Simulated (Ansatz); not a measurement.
# GeC+ (sextet): from Hartree-Fock to the top rungs, cc-pVDZ

How much of the correlation energy of GeC+ (sextet) does each wave-function method recover here?

Computed with Ansatz 0.2.0, Gaussian basis. Level: cc-pVDZ, core rule «outside noble gas», up to 15 orbitals frozen.

Plan: UHF; CCSD(T) on ROHF; CCSD(T) on UHF; BCCD(T) on ROHF; CISD; CCSDT(Q) on ROHF; CCSDT(Q) on UHF; CASSCF and MRCISD+Q, 7 electrons in 8 orbitals; CASSCF and NEVPT2, 7 electrons in 8 orbitals; Full CI; Full CI in the symmetry of the determinant.

9 further runs of the same task are left out: 5 that didn't finish, 4 set aside as unsound or not needed.

## 1. The geometry

The geometry is a PBE0/def2-TZVP stationary point (not a proven minimum) of the parent state, kept for this charge and spin. No spin-orbit coupling is included. The filled d shell of Ge may be among the frozen orbitals whatever the setting's name suggests; the logs give the count.

2 atoms, charge 1, spin multiplicity 6.

Atoms are counted from 1 here; the program's logs count them from 0.

Bond lengths: Ge1–C2 1.910 Å.

## 2. UHF

in.yaml

```yaml
crystal:
  periodic: [false, false, false]
  atoms:
    - {symbol: Ge, position_ang: [0.000000, 0.000000, 0.000000]}
    - {symbol: C, position_ang: [0.000000, 0.000000, 1.910400]}
basis:
  gaussian: {orbitals: cc-pVDZ}
total_charge: 1
magnetization: {spin_polarized: true, initial_magnetization: 5}
hamiltonian: {xc: hf}
output: {orbitals: {seedname: orbitals}}
```

The run is started by

```sh
> ansatz run in.yaml --threads 1 --pin off --events-out ev --progress --plain --max-ram 2393MiB
```

The runs that follow: CCSD(T) on ROHF; CCSD(T) on UHF; BCCD(T) on ROHF; CISD; CCSDT(Q) on ROHF; CCSDT(Q) on UHF; CASSCF and MRCISD+Q, 7 electrons in 8 orbitals; CASSCF and NEVPT2, 7 electrons in 8 orbitals; Full CI; Full CI in the symmetry of the determinant.

Q: Predict the results of all the runs planned. Wanted: FCI below the RHF energy; RMP2 from FCI; UMP2 from FCI; RCCSD from FCI; RCCSD(T) from FCI; UCCSD(T) from FCI; RCCSDT(Q) from FCI; UCCSDT(Q) from FCI; NEVPT2 valence from FCI.

As calculated:

| quantity | value |
| --- | --- |
| FCI below the RHF energy | -2.8715 eV |
| RMP2 from FCI | +67.2 kJ/mol |
| UMP2 from FCI | +67.9 kJ/mol |
| RCCSD from FCI | +11.4 kJ/mol |
| RCCSD(T) from FCI | +3.1 kJ/mol |
| UCCSD(T) from FCI | +1.2 kJ/mol |
| RCCSDT(Q) from FCI | -0.1 kJ/mol |
| UCCSDT(Q) from FCI | -2.1 kJ/mol |
| NEVPT2 valence from FCI | +43.9 kJ/mol |
| MRCISD+Q valence from FCI | +0.6 kJ/mol |
| levels within 1 kcal/mol (43 meV) | RCCSD(T), UCCSD(T), BCCD(T), RCCSDT, UCCSDT, RCCSDT(Q), UCCSDT(Q), MRCISD+Q valence |
| T1 diagnostic | 0.035 |
| effectively unpaired electrons | 5.02 |

**Reading.** RCCSD(T) lands +3.1 kJ/mol from the yardstick (1.1 % of the correlation energy). UCCSDT, UCCSDT(Q) fall below full CI: unrestricted runs freeze a spin-polarised core, another one than full CI's, and coupled cluster isn't variational. One determinant dominates. Of the multireference levels listed MRCISD+Q valence comes nearest in total energy (+0.6 kJ/mol), which doesn't show that its space is the better one. These misses are within one basis, not against nature; the frozen cores of restricted and unrestricted runs differ, which can shift their rows.
